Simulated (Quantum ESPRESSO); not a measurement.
# AlCl (P6_3mc) in Quantum ESPRESSO: a series of runs, part 3 of 4

Quantum ESPRESSO 7.5.

## Step 4: Phonons, PBE

Input file pw.in:

```
&CONTROL
  calculation = 'scf'
  prefix = 'pwscf'
  outdir = './tmp'
  pseudo_dir = './pseudo'
  tprnfor = .true.
  tstress = .true.
  disk_io = 'low'
/
&SYSTEM
  ibrav = 0
  celldm(1) = 8
  nat = 4
  ntyp = 2
  ecutwfc = 52
  nbnd = 16
  occupations = 'smearing'
  smearing = 'fd'
  degauss = 0.00367493
/
&ELECTRONS
  conv_thr = 8d-10
  electron_maxstep = 120
  mixing_beta = 0.5
/
ATOMIC_SPECIES
Al    26.9815 13_Al_3_1.9_1.9_pbe_n_v1.0.upf
Cl    35.4500 17_Cl_7_1.9_1.9_pbe_n_v1.0.upf
CELL_PARAMETERS alat
  0.9538994751657   0.0000000000000   0.0000000000000
 -0.4769497364018   0.8261011783822   0.0000000000000
  0.0000000000000   0.0000000000000   1.5569964971546
ATOMIC_POSITIONS crystal
Al     0.3333333300    0.6666666700    0.0000000000
Al     0.6666666700    0.3333333300    0.5000000000
Cl     0.3333333300    0.6666666700    0.3849999900
Cl     0.6666666700    0.3333333300    0.8849999900
K_POINTS automatic
4 4 2 0 0 1
```

Input file relax.in:

```
&CONTROL
  calculation = 'relax'
  prefix = 'pwscf'
  outdir = './tmp'
  pseudo_dir = './pseudo'
  tprnfor = .true.
  tstress = .true.
  disk_io = 'low'
  nstep = 40
  forc_conv_thr = 0.0001
  etot_conv_thr = 1d-06
/
&SYSTEM
  ibrav = 0
  celldm(1) = 8
  nat = 4
  ntyp = 2
  ecutwfc = 52
  nbnd = 16
  occupations = 'smearing'
  smearing = 'fd'
  degauss = 0.00367493
/
&ELECTRONS
  conv_thr = 8d-10
  electron_maxstep = 120
  mixing_beta = 0.5
/
&IONS
  ion_dynamics = 'bfgs'
/
ATOMIC_SPECIES
Al    26.9815 13_Al_3_1.9_1.9_pbe_n_v1.0.upf
Cl    35.4500 17_Cl_7_1.9_1.9_pbe_n_v1.0.upf
CELL_PARAMETERS alat
  0.9538994751657   0.0000000000000   0.0000000000000
 -0.4769497364018   0.8261011783822   0.0000000000000
  0.0000000000000   0.0000000000000   1.5569964971546
ATOMIC_POSITIONS crystal
Al     0.3333333300    0.6666666700    0.0000000000
Al     0.6666666700    0.3333333300    0.5000000000
Cl     0.3333333300    0.6666666700    0.3849999900
Cl     0.6666666700    0.3333333300    0.8849999900
K_POINTS automatic
4 4 2 0 0 1
```

Input file gamma.in:

```
&CONTROL
  calculation = 'bands'
  prefix = 'pwscf'
  outdir = './tmp'
  pseudo_dir = './pseudo'
  disk_io = 'low'
  verbosity = 'high'
/
&SYSTEM
  ibrav = 0
  celldm(1) = 8
  nat = 4
  ntyp = 2
  ecutwfc = 52
  nbnd = 16
  occupations = 'smearing'
  smearing = 'fd'
  degauss = 0.00367493
/
&ELECTRONS
  conv_thr = 1d-08
  electron_maxstep = 120
  mixing_beta = 0.5
  diago_full_acc = .true.
  startingwfc = 'random'
/
ATOMIC_SPECIES
Al    26.9815 13_Al_3_1.9_1.9_pbe_n_v1.0.upf
Cl    35.4500 17_Cl_7_1.9_1.9_pbe_n_v1.0.upf
CELL_PARAMETERS alat
  0.9538994752997  -0.0000000006819   0.0000000000000
 -0.4769497370593   0.8261011786071   0.0000000000000
  0.0000000000000   0.0000000000000   1.5569964971546
ATOMIC_POSITIONS crystal
Al     0.3333333433    0.6666666767    0.0096660549
Al     0.6666666767    0.3333333433    0.5096660549
Cl     0.3333333433    0.6666666767    0.3753339351
Cl     0.6666666767    0.3333333433    0.8753339351
K_POINTS crystal
1
0.0 0.0 0.0 1
```

Input file scf2.in:

```
&CONTROL
  calculation = 'scf'
  prefix = 'pwscf'
  outdir = './tmp'
  pseudo_dir = './pseudo'
  tprnfor = .true.
  tstress = .true.
  disk_io = 'low'
/
&SYSTEM
  ibrav = 0
  celldm(1) = 8
  nat = 4
  ntyp = 2
  ecutwfc = 52
  nbnd = 16
  occupations = 'fixed'
/
&ELECTRONS
  conv_thr = 1d-13
  electron_maxstep = 120
  mixing_beta = 0.5
  startingpot = 'file'
/
ATOMIC_SPECIES
Al    26.9815 13_Al_3_1.9_1.9_pbe_n_v1.0.upf
Cl    35.4500 17_Cl_7_1.9_1.9_pbe_n_v1.0.upf
CELL_PARAMETERS alat
  0.9538994752997  -0.0000000006819   0.0000000000000
 -0.4769497370593   0.8261011786071   0.0000000000000
  0.0000000000000   0.0000000000000   1.5569964971546
ATOMIC_POSITIONS crystal
Al     0.3333333433    0.6666666767    0.0096660549
Al     0.6666666767    0.3333333433    0.5096660549
Cl     0.3333333433    0.6666666767    0.3753339351
Cl     0.6666666767    0.3333333433    0.8753339351
K_POINTS automatic
4 4 2 0 0 1
```

Input file ph.in:

```
phonons of AlCl
&INPUTPH
  prefix = 'pwscf'
  outdir = './tmp'
  tr2_ph = 1d-18
  fildyn = 'dyn'
  niter_ph = 90
  alpha_mix(1) = 0.7
  epsil = .true.
/
0.0000000000 0.0000000000 0.0000000000
```

Input file dynmat.in:

```
&INPUT
  fildyn = 'dyn'
  asr = 'crystal'
  lperm = .true.
  filout = 'dynmat.disp'
  fileig = 'dynmat.eig'
/
```

Input file dynmat_lo.in:

```
&INPUT
  fildyn = 'dyn'
  asr = 'crystal'
  filout = 'dynmat_lo.disp'
  fileig = 'dynmat_lo.eig'
  q(1) = 0
  q(2) = 0
  q(3) = 1
/
```

Potentials or basis: SPMS 1.0 PBE.

Started as:

```sh
OMP_NUM_THREADS=1 pw.x -in pw.in > pw.out
OMP_NUM_THREADS=1 pw.x -in relax.in > relax.out
OMP_NUM_THREADS=1 pw.x -in gamma.in > gamma.out
OMP_NUM_THREADS=1 pw.x -in scf2.in > scf2.out
OMP_NUM_THREADS=1 ph.x -in ph.in > ph.out
OMP_NUM_THREADS=1 dynmat.x -in dynmat.in > dynmat.out
OMP_NUM_THREADS=1 dynmat.x -in dynmat_lo.in > dynmat_lo.out
```

pw.out:

```text
This program is part of the open-source Quantum ESPRESSO suite
     for quantum simulation of materials; please cite
[... 9 lines left out ...]
     --------------------
     sticks:   dense  smooth     PW     G-vecs:    dense   smooth      PW
     Sum         847     847    241                31959    31959    4855

     Using Slab Decomposition

     bravais-lattice index     =            0
     lattice parameter (alat)  =       8.0000  a.u.
     unit-cell volume          =     628.1935 (a.u.)^3
     number of atoms/cell      =            4
     number of atomic types    =            2
     number of electrons       =        20.00
     number of Kohn-Sham states=           16
     kinetic-energy cutoff     =      52.0000  Ry
     charge density cutoff     =     208.0000  Ry
     scf convergence threshold =      8.0E-10
     mixing beta               =       0.5000
     number of iterations used =            8  plain     mixing
     Exchange-correlation= PBE
                           (   1   4   3   4   0   0   0)

[... 150 lines left out ...]
          k = 0.2621 0.4539 0.1606 (  3970 PWs)   bands (ev):

   -12.1591 -12.0695  -2.3841  -2.2713  -1.3273  -0.9725  -0.8620  -0.3827
     5.4930   6.0992   7.0952   7.4285   8.2345   8.4133   9.6460  10.5406

     the Fermi energy is     6.5194 ev

!    total energy              =     -74.66125130 Ry
     estimated scf accuracy    <          1.8E-10 Ry
     smearing contrib. (-TS)   =      -0.00001165 Ry
     internal energy E=F+TS    =     -74.66123965 Ry

     The total energy is F=E-TS. E is the sum of the following terms:
     one-electron contribution =     -11.22246418 Ry
     hartree contribution      =      14.06541418 Ry
     xc contribution           =     -22.05060633 Ry
     ewald contribution        =     -55.45358331 Ry

     convergence has been achieved in   9 iterations

     Forces acting on atoms (cartesian axes, Ry/au):

     atom    1 type  1   force =     0.00000000    0.00000000    0.00782686
     atom    2 type  1   force =     0.00000000   -0.00000000    0.00782686
     atom    3 type  2   force =     0.00000000    0.00000000   -0.00782686
     atom    4 type  2   force =     0.00000000   -0.00000000   -0.00782686

     Total force =     0.015654     Total SCF correction =     0.000019

     Computing stress (Cartesian axis) and pressure

          total   stress  (Ry/bohr**3)                   (kbar)     P=      164.13
   0.00119433  -0.00000000  -0.00000000          175.69       -0.00       -0.00
  -0.00000000   0.00119433  -0.00000000           -0.00      175.69       -0.00
   0.00000000   0.00000000   0.00095861            0.00        0.00      141.02

=------------------------------------------------------------------------------=
   JOB DONE.
=------------------------------------------------------------------------------=
```

relax.out:

```text
This program is part of the open-source Quantum ESPRESSO suite
     for quantum simulation of materials; please cite
[... 9 lines left out ...]
     --------------------
     sticks:   dense  smooth     PW     G-vecs:    dense   smooth      PW
     Sum         847     847    241                31959    31959    4855

[... 1034 lines left out ...]
Al               0.6666666700        0.3333333300        0.5096660549
Cl               0.3333333300        0.6666666700        0.3753339351
Cl               0.6666666700        0.3333333300        0.8753339351
End final coordinates

=------------------------------------------------------------------------------=
   JOB DONE.
=------------------------------------------------------------------------------=
```

Run time: 90 s. Hardware: 1 thread of AMD EPYC 9R45 (Zen 5), shared host; peak memory 0.09 GiB.

What came out:

```yaml
Free_energy: -1015.8451 eV
Pressure_after_relaxing: 16.0 GPa
Electronic_dielectric_tensor_diagonal: 13.73, 13.73, 18.53
Born_charges_mean_of_the_diagonal: Al +2.33; Cl -2.25 e
Highest_phonon_frequency_at_Γ_LO-TO_splitting_left_out: 302 cm⁻¹
Most_unstable_mode: 167i cm⁻¹
```

Step by step:
```
step  energy change (eV)  largest force (eV/Å)  pressure (GPa)
   1              0.0000                0.2012           16.41
   2             -0.0032                0.1899           16.38
   3             -0.0066                0.1770           16.35
   4             -0.0112                0.1575           16.30
   5             -0.0170                0.1271           16.22
   6             -0.0233                0.0788           16.12
   7             -0.0270                0.0018           16.00
   8             -0.0270                0.0002           16.00
```

Final structure:
```
Al Cl
1.0
     4.03825    0.00000    0.00000
    -2.01913    3.49723    0.00000
     0.00000    0.00000    6.59142
Al Cl
2 2
Cartesian
  0.0000 2.3315 0.0637
  2.0191 1.1657 3.3594
  0.0000 2.3315 2.4740
  2.0191 1.1657 5.7697
```

Levels at points of the mesh, in eV from the valence-band top:
```csv
k point,band 8,band 9,band 10,band 11,band 12,band 13
"(0.00, 0.00, 0.25)",-6.07,-2.84,-1.51,2.21,2.29,2.34
```

Phonon frequencies in cm⁻¹ (negative: imaginary):
```
              q point                                   frequencies
(0.000, 0.000, 0.000)  -167 -128 -128 2 2 5 182 185 185 187 187 302
```

Electronic dielectric tensor:
```
13.73  0.00  0.00
 0.00 13.73  0.00
 0.00  0.00 18.53
```

Born effective charge tensors (e):
atom 1, Al
```
2.24 0.00 0.00
0.00 2.24 0.00
0.00 0.00 2.51
```
atom 2, Al
```
2.24 0.00 0.00
0.00 2.24 0.00
0.00 0.00 2.51
```
atom 3, Cl
```
-2.09  0.00  0.00
 0.00 -2.09  0.00
 0.00  0.00 -2.56
```
atom 4, Cl
```
-2.09  0.00  0.00
 0.00 -2.09  0.00
 0.00  0.00 -2.56
```

Optical modes at Γ, degenerate ones joined, polar ones without the macroscopic field:
| cm⁻¹ | components | symmetry | active in | IR intensity, summed ((D/Å)²/amu) |
| --- | --- | --- | --- | --- |
| 167i | 1 | B1 | silent | 0.00 |
| 128i | 2 | E2 | Raman | 0.00 |
| 182 | 1 | A1 | IR and Raman | 19.38 |
| 185 | 2 | E1 | IR and Raman | 28.28 |
| 187 | 2 | E2 | Raman | 0.00 |
| 302 | 1 | B1 | silent | 0.00 |

Zone-centre frequencies without and with the macroscopic field along z (cm⁻¹):
|  | optical modes in rising order |
| --- | --- |
| without | 167i 128i 128i 182 185 185 187 187 302 |
| with the field | 167i 128i 128i 185 185 187 187 239 302 |

Caveat: the k mesh is coarse (spacing up to 0.48 Å⁻¹), so the values aren't converged; the mesh is thin for the dielectric tensor, Born charges and intensities, which usually come out too large; some modes are imaginary; the cell is more than 3 GPa from zero pressure, which shifts response properties; the Born charges break their sum rule by 0.17 e, a sign of too thin a mesh.

(Continued in part 4 of 4.)
